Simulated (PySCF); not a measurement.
# FeF₃: structure of the doublet

The task is one start of a wider search on FeF₃: the doublet, from a trigonal planar start. It is relaxed, tested by its Hessian and followed downhill if it is a saddle.

Computed with PySCF 2.14.0. Level: PBE0, basis Fe def2-SVP, F def2-SVP, no relativity, density fitting.

## Step 1: The system as given

4 atoms, charge 0, spin multiplicity 2.

Bond lengths: Fe1–F2 1.800 Å, Fe1–F3 1.800 Å, Fe1–F4 1.800 Å. Angles: F2–Fe1–F3 120.0°, F2–Fe1–F4 120.0°, F3–Fe1–F4 120.0°.

```xyz
4
charge 0 multiplicity 2
Fe    0.0000    0.0000    0.0000
F     1.8000    0.0000    0.0000
F    -0.9000    1.5588    0.0000
F    -0.9000   -1.5588    0.0000
```

## Step 2: Trigonal planar start, doublet: relaxation

The steps below are one call of a driver around PySCF. For each, scf.py gives the equivalent set-up of the SCF; relaxations use the driver's own optimiser. Before each start the driver seeks the lowest SCF state from one or more starting densities and follows internal instabilities, so scf.py alone need not reach the same state.

The program finds D3h symmetry in the start, which this walk keeps. The walk stops when the largest gradient is under 0.0003 Eh/bohr and the energy has settled too.

File scf.py:

```python
from pyscf import gto, scf, dft
mol = gto.M(atom='''
Fe     0.000000    -0.000000     0.000000
F      1.799974     0.000023    -0.000000
F     -0.900007     1.558811     0.000000
F     -0.899967    -1.558834    -0.000000''',
    basis={'Fe': 'def2-SVP', 'F': 'def2-SVP'},
    charge=0, spin=1)
mf = dft.UKS(mol, xc='PBE0')
mf.grids.atom_grid = (50, 194)
aux = {'Fe': 'def2-universal-JKFIT', 'F': 'def2-universal-JKFIT'}
mf = mf.density_fit(auxbasis=aux)
mf.kernel()
```

The optimiser's trace:

```tsv
step	energy (Eh)	change (kJ/mol)	largest symmetric gradient (Eh/bohr)
0	-1562.326413	0.00	0.04019
1	-1562.336956	-27.68	0.00803
2	-1562.337270	-28.50	0.00217
3	-1562.337293	-28.57	0.00009
4	-1562.337293	-28.57	0.00000
```

The walk ran for 8.5 s (4 threads, shared host).

Positions (Å) and forces (eV/Å) along the way, with the part that breaks the symmetry left in:

```
step 0
Fe   0.000   0.000   0.000  -0.037   0.000  -0.266
F    1.800   0.000   0.000  -2.057   0.000   0.087
F   -0.900   1.559   0.000   1.047  -1.787   0.090
F   -0.900  -1.559   0.000   1.047   1.787   0.090
step 1
Fe   0.000   0.000   0.000  -0.023   0.000  -0.294
F    1.726   0.000   0.000  -0.395   0.000   0.096
F   -0.863   1.495   0.000   0.209  -0.366   0.099
F   -0.863  -1.495   0.000   0.209   0.366   0.099
step 2
Fe   0.000   0.000   0.000  -0.012   0.000  -0.299
F    1.708   0.000   0.000   0.127   0.000   0.098
F   -0.854   1.479   0.000  -0.057   0.087   0.101
F   -0.854  -1.479   0.000  -0.057  -0.087   0.101
step 3
Fe   0.000   0.000   0.000  -0.015   0.000  -0.298
F    1.712   0.000   0.000   0.012   0.000   0.097
F   -0.856   1.482   0.000   0.002  -0.013   0.100
F   -0.856  -1.482   0.000   0.002   0.013   0.100
step 4
Fe   0.000   0.000   0.000  -0.015   0.000  -0.298
F    1.712   0.000   0.000   0.016   0.000   0.097
F   -0.856   1.482   0.000  -0.001  -0.009   0.100
F   -0.856  -1.482   0.000  -0.001   0.009   0.100
```

It settles in D3h symmetry, 28.6 kJ/mol below the start, after 4 steps: Fe–F 1.712 Å (×3); F–Fe–F 120.0° (×3). A gradient of 0.0058 Eh/bohr that breaks the symmetry is left: this electronic state wants a lower symmetry.

## Step 3: Relaxing without the symmetry constraint

The geometry is nudged along the force that breaks the symmetry.

The program finds C3v symmetry in the start, which may break.

Changes to scf.py since step 2:

```diff
@@ -3,4 +3,4 @@
-Fe     0.000000    -0.000000     0.000000
-F      1.799974     0.000023    -0.000000
-F     -0.900007     1.558811     0.000000
-F     -0.899967    -1.558834    -0.000000''',
+Fe    -0.000001    -0.000000    -0.015591
+F      1.711527     0.000761     0.015158
+F     -0.856421     1.481844     0.015373
+F     -0.855103    -1.482605     0.015373''',
```

Energy and gradient, step by step:

```tsv
step	energy (Eh)	change (kJ/mol)	largest gradient (Eh/bohr)
0	-1562.337567	0.00	0.00359
1	-1562.337659	-0.24	0.00242
2	-1562.337749	-0.48	0.00025
3	-1562.337750	-0.48	0.00003
```

The walk took 9 s.

Positions (Å) and forces (eV/Å) along the way:

```
step 0
Fe   0.000   0.000  -0.016  -0.015   0.001  -0.185
F    1.712   0.001   0.015   0.005   0.000   0.058
F   -0.856   1.482   0.015   0.005  -0.018   0.063
F   -0.855  -1.483   0.015   0.005   0.018   0.063
step 1
Fe   0.000   0.000  -0.086  -0.008   0.000   0.124
F    1.710   0.001   0.039  -0.077   0.000  -0.041
F   -0.856   1.480   0.039   0.043  -0.063  -0.042
F   -0.854  -1.481   0.039   0.043   0.063  -0.041
step 2
Fe   0.000   0.000  -0.059  -0.003   0.000   0.008
F    1.709   0.001   0.030   0.013   0.000  -0.005
F   -0.855   1.479   0.030  -0.005   0.009  -0.001
F   -0.854  -1.480   0.030  -0.005  -0.009  -0.001
step 3
Fe   0.000   0.000  -0.057  -0.001   0.000  -0.001
F    1.709   0.001   0.029   0.002   0.000  -0.003
F   -0.855   1.480   0.029  -0.001   0.001   0.002
F   -0.854  -1.481   0.029  -0.001  -0.001   0.002
```

End point (C3v, 3 steps, 0.5 kJ/mol gained): Fe–F 1.711 Å (×3); F–Fe–F 119.7° (×3).

## Step 4: Is it a minimum? Harmonic modes

The point is checked on the finer grid, and tightened if its gradient asks for it. The Hessian and the dipole derivatives come from central differences of analytic gradients, with steps of 0.01 bohr.

Changes to scf.py since step 3:

```diff
@@ -3,4 +3,4 @@
-Fe    -0.000001    -0.000000    -0.015591
-F      1.711527     0.000761     0.015158
-F     -0.856421     1.481844     0.015373
-F     -0.855103    -1.482605     0.015373''',
+Fe    -0.000005    -0.000000    -0.063714
+F      1.707916     0.000823     0.049230
+F     -0.854665     1.478684     0.049430
+F     -0.853240    -1.479506     0.049432''',
@@ -10 +10 @@
-mf.grids.atom_grid = (50, 194)
+mf.grids.atom_grid = (75, 302)
```

The driver hands on the density of the step before, so the log starts near convergence.

Log of the central SCF (cycles and frontier levels):

```text
init E= -1562.33757911484
[... the frontier-level lines of each cycle are left out ...]
cycle= 1 E= -1562.33757911483  delta_E= 4.77e-12  |g|= 3.66e-06  |ddm|= 6.22e-06
Extra cycle  E= -1562.3375791148  delta_E= 2.66e-11  |g|= 1.03e-05  |ddm|= 9.15e-06
converged SCF energy = -1562.3375791148  <S^2> = 2.1845924  2S+1 = 3.1206361
```

The whole step took 42 s.

Geometry: C3v; Fe–F 1.712 Å (×3); F–Fe–F 119.6° (×3).

Modes, for the most abundant isotopes:

| symmetry | ω (cm⁻¹) | IR (km/mol) | μ (u) |
| --- | --- | --- | --- |
| e | 85 | 29.1 | 21.28 |
| a1 | 174 | 54.3 | 28.35 |
| a1 | 650 | 1.2 | 19.06 |
| e | 763 | 283 | 24.50 |

No imaginary mode, so this is a minimum.

Constants and moments:

```
Dipole moment                                                   : 0.73 D
Highest occupied level                                          : -9.89 eV
Lowest empty level                                              : -4.65 eV
Rotational constants                                            : 0.2019, 0.2019, 0.1014 cm⁻¹
Zero-point energy                                               : 15.1 kJ/mol
Principal polarisabilities                                      : 10.9, 26.3, 26.4 bohr³
Atomisation energy without zero-point energy                    : 1132 kJ/mol
Principal traceless quadrupole moments about the centre of mass : -4.12, -4.12, 8.24 D Å
Entropy at 298.15 K and 1 bar (electronic part: spin only)      : 316.1 J/(mol K)
Heat capacity Cp at 298.15 K                                    : 67.4 J/(mol K)
Enthalpy at 298.15 K above 0 K                                  : 16.33 kJ/mol
Rotational symmetry number                                      : 3
Spin squared ⟨S²⟩                                               : 2.185
```

Charges (e) and bond orders:

| atom | Mulliken | Löwdin | polar tensor | spin (Mulliken) | Mayer order to Fe1 |
| --- | --- | --- | --- | --- | --- |
| Fe1 | 1.22 | 0.78 | 1.78 | 1.03 | – |
| F2,3,4 | -0.41 | -0.26 | -0.59 | -0.01 | 0.96 |

Outer orbital energies (eV). α occupied: -12.60, -12.30, -12.30, -12.00, -11.59, -11.14, -10.05, -10.05; empty: -4.65, -4.65, -0.44, 2.02. β occupied: -12.71, -12.71, -12.14, -12.14, -12.14, -11.47, -9.90, -9.89; empty: -4.34, -4.02, -4.02, -0.01.

Mulliken populations on Fe1: s 6.27, p 12.44, d 6.07, f 0.00.

## Step 5: What came out

| quantity | value |
| --- | --- |
| minimum | broken-symmetry (Ms = 1/2), C3v |
| geometry | Fe–F 1.712 Å (×3); F–Fe–F 119.6° (×3) |
| wavenumbers (cm⁻¹) | 85 (e), 174 (a1), 650 (a1), 763 (e) |
| dipole moment | 0.73 D |
| highest occupied, lowest empty level (either spin) | -9.89, -4.65 eV |
| polar-tensor charge of Fe1 | +1.78 e |
| zero-point energy | 15.1 kJ/mol |
| entropy at 298.15 K | 316.1 J/(mol K) |
| atomisation energy (no zero-point energy) | 1132 kJ/mol |
| ⟨S²⟩ | 2.185 |

**Reading.** From D3h at the start the molecule goes to a C3v minimum. The determinant is spin-contaminated (⟨S²⟩ = 2.18 against 0.75), so it is no pure spin state. In the infrared the band at 763 cm⁻¹ (e, stretch) leads. Only this shape and spin were tried, so other structures or states may lie lower. Modes under about 90 cm⁻¹ are uncertain by tens of cm⁻¹. One determinant may miss the lowest occupation of an open d or f shell.

The search up to here took 1.9 min.
